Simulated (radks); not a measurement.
# Valence configurations of Re

The task here is to estimate one member of a computed series from the others.

Method: scalar-relativistic Kohn-Sham, SCAN, spin-unpolarised, spherical densities, finite nucleus. Code: radks (a radial shooting solver on a logarithmic mesh, Libxc functionals) version 1.

## Starting point

```
element            : rhenium (Z = 75)
charge             : 0
electrons          : 75
configuration      : [Xe] 4f14 5d5 6s2
nuclear rms radius : 5.3698 fm
others tried       : 4f14 5d3 6s2 6p2; 4f14 5d4 6s2 6p1; 4f14 5d5 6s1 6p1; 4f12 5d3 6s2 6p4; 4f14 5d6 6s1; 4f12 5d5 6s2 6p2; 4f13 5d5 6s2 6p1; 4f12 5d7 6s2; 4f14 5d4 6s1 6p2
```

The outer shells:

Re
```
[Xe] core
4f [↑↓][↑↓][↑↓][↑↓][↑↓][↑↓][↑↓]
5d [↑ ][↑ ][↑ ][↑ ][↑ ]
6s [↑↓]
```

The first run:

Input:

```text
Z 75
configuration [Xe] 4f14 5d5 6s2
relativity scalar-relativistic
functional scan,scan
spin unpolarised
nucleus finite rms 5.3698 fm
c 137.035999084
```

Steps of the session up to this table: [Xe] 4f14 5d5 6s2.

One table of the session follows, with a row left open; its other results are not shown here.

It belongs to the step «[Xe] 4f14 5d5 6s2». Sizes of the orbitals, from the radial functions (bohr):

```
level     <r>  outermost maximum (interpolated)  90 % within  nodes
   4s  0.4404                             0.413        0.631      3
   4p  0.4681                             0.433        0.680      2
   4d  0.4999                             0.443        0.749      1
   5s   1.035                             0.933         1.49      4
   5p       ?                                 ?            ?      ?
   4f  0.5801                             0.417        0.953      0
   6s   2.984                              2.50         4.43      5
   5d   1.936                              1.43         3.11      2
```

Q: Estimate the row for 5p from the others.

As computed: <r>: 1.211; outermost maximum (interpolated): 1.06; 90 % within: 1.77; nodes: 3. In the column «<r>» it lies between 5s (1.035) and 5d (1.936).
